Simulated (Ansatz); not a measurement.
What does this script print? It uses Ansatz 0.2.0 through its Python package.

`alb2h5o_bend.py`:
```python
'''Energy of AlB2H5O against one bond angle.'''

import ansatz as az
from ase import Atoms

SETTINGS = {
    'basis': 'def2-SVP',
    'xc': 'B3LYP',
    'fmax': 0.02,
}


def main() -> None:
    atoms = Atoms(['B', 'Al', 'B', 'O', 'H', 'H', 'H', 'H', 'H'], positions=[
        (-0.6289, 0.7918, -1.9255),
        (0.5714, 0.3135, -0.3821),
        (-0.1559, -0.8953, 1.1231),
        (0.8335, -1.2621, 2.2338),
        (-0.2798, 1.5236, -2.8249),
        (-1.7896, 0.4555, -1.9576),
        (2.1062, 0.8531, -0.3463),
        (-1.1968, -1.2768, 1.1017),
        (0.6283, -0.5497, 2.9608),
    ])

    # relax first, so that the scan starts from a minimum
    first = (
        az.Crystal.molecule_from_ase(atoms).calculation()
        .basis(gaussian=SETTINGS['basis'])
        .functional(SETTINGS['xc'])
        .relax(force_tolerance=SETTINGS['fmax'], max_steps=80)
    )
    atoms.positions = first.run(threads=1, pin='off').report['positions_ang']

    rows = []
    for angle in [85, 95, 105, 115, 125, 140, 160]:
        bent = atoms.copy()
        bent.set_angle(2, 3, 8, angle, indices=[8])
        setup = (
            az.Crystal.molecule_from_ase(bent).calculation()
            .basis(gaussian=SETTINGS['basis'])
            .functional(SETTINGS['xc'])
        )
        rows.append((angle, setup.run(threads=1, pin='off').report['free_energy_ev']))
    floor = min(e for _, e in rows)
    for angle, e in rows:
        print(f'angle B2-O3-H8 = {angle:3d} deg   {1000 * (e - floor):9.1f} meV')


if __name__ == '__main__':
    main()
```

```console
$ python alb2h5o_bend.py
angle B2-O3-H8 =  85 deg       518.3 meV
angle B2-O3-H8 =  95 deg       210.8 meV
angle B2-O3-H8 = 105 deg        42.7 meV
angle B2-O3-H8 = 115 deg         0.0 meV
angle B2-O3-H8 = 125 deg        59.6 meV
angle B2-O3-H8 = 140 deg       272.3 meV
angle B2-O3-H8 = 160 deg       603.8 meV
```

Notes:
- The scan is rigid, and the energies are electronic, in a modest basis. The zero is the lowest point of the grid, which needn't be the minimum.
- b3lyp holds the VWN-RPA fit, as in Gaussian; the form of ORCA and Turbomole is b3lyp5.
- Timing: 84 s on 1 thread of Arm Neoverse V2, with other jobs on the host, peak memory 0.23 GiB.
